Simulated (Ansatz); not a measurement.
The system is CrN2.

```
Cr N
1.0
     3.90179    0.00000    0.00000
     0.00000    4.80951    0.00000
     0.00000    0.00000    2.78417
Cr N
2 4
Direct
  0.00000 0.00000 0.00000
  0.50000 0.50000 0.50000
  0.86617 0.58878 0.00000
  0.13383 0.41123 0.00000
  0.36617 0.91122 0.50000
  0.63383 0.08878 0.50000
```

The cell comes from a database or a generator and needn't be the stable form of this composition.

| Quantity | Value |
| --- | --- |
| Program | Ansatz 0.2.0 |
| Task | relaxation of cell and atoms |
| Functional | r2SCAN |
| Potentials or basis | Ansatz PAW |
| Cutoff | 500 eV (not typed: the program's choice for these potentials) |
| k mesh | 7 × 6 × 10 |
| Occupations | fermi-dirac, width 0.05 eV |
| Spin | collinear spin, ferromagnetic start |
| Starting moments | [3.0, 3.0, 0.0, 0.0, 0.0, 0.0] μB |

At the start: volume 8.71 Å³/atom.

**Question.** Where does the relaxation end?

**Answer.** It ends after 6 steps and the volume is 8.64 Å³/atom (-0.7 %); space group Pnnm (No. 58, to 0.05 Å); moment 4.34 μB per cell.

Step by step:
```csv
step,energy change (eV),largest force (eV/Å),volume (Å³)
1,0.0000,0.0363,52.25
2,-0.0172,0.0440,52.10
3,-0.0183,0.0310,51.93
4,-0.0185,0.0091,51.90
5,-0.0185,0.0004,51.86
6,-0.0182,0.0004,51.86
```

Final structure:
```
CELL_PARAMETERS angstrom
3.84917 0.00000 0.00000
0.00000 4.79030 0.00000
0.00000 0.00000 2.81271
ATOMIC_POSITIONS crystal
Cr 0.00000 0.00000 0.00000
Cr 0.50000 0.50000 0.50000
N 0.86489 0.58929 0.00000
N 0.13511 0.41071 0.00000
N 0.36489 0.91071 0.50000
N 0.63511 0.08929 0.50000
```

Caveat: the magnetic or orbital state may not be the lowest; the plane-wave basis is chosen anew once the cell has moved, so the energies of steps on either side of that aren't comparable; only a ferromagnetic start was run, and an antiferromagnetic order may lie lower in energy; the PAW data sets come from PBE, with cores solved anew for the run's functional, which leaves a small shift of forces and pressure.
